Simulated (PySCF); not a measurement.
# HLaO2 (La(O)(OH)): the cost of one run

The runs use PySCF 2.14.0; PBE0, La def2-SVP with ECP46, O def2-SVP, H def2-SVP; scalar-relativistic core potentials, no spin–orbit coupling.

1 further run of the same task is left out (for a known fault of the program).

**1. Where the work starts**

4 atoms, charge 0, spin multiplicity 1.

Bond lengths: La1–O2 1.894 Å, La1–O3 2.253 Å, O3–H4 0.966 Å. Angles: O2–La1–O3 131.8°, La1–O3–H4 158.8°.

Geometry (Å):

```
La    0.0000    0.0000    0.0000
O     1.7291    0.0000    0.7738
O    -2.0563    0.0000    0.9202
H    -3.0159    0.0906    0.9793
```

Formal oxidation states: La +3.

**2. SCF at the start, singlet**

Contents of run.py (the lines that set the calculation):

```python
mol = gto.M(atom='''
La     0.00000     0.00000     0.00000
O      1.72910     0.00000     0.77380
O     -2.05630     0.00000     0.92020
H     -3.01590     0.09060     0.97930''',
    basis={'La': 'def2-SVP', 'O': 'def2-SVP', 'H': 'def2-SVP'},
    ecp={'La': 'def2-SVP'},
    charge=0, spin=0)
mf = dft.RKS(mol, xc='PBE0')
mf.grids.atom_grid = (50, 194)  # f atoms: unpruned, at least (60, 302)
mf = mf.density_fit()  # fitting sets: La def2-universal-JKFIT, O def2-universal-JKFIT, H def2-universal-JKFIT
mf.conv_tol = 1e-08; mf.max_cycle = 55
mf.kernel(dm0)  # dm0: free metal ions and neutral atoms
```

Launch:

```console
> OMP_NUM_THREADS=2 python run.py
```

**Question.** How long does this run take on 2 threads of AMD EPYC 7R43 (Zen 3), shared host, and how much memory does it need?

About 2.1 s, with a peak of 0.35 GiB.
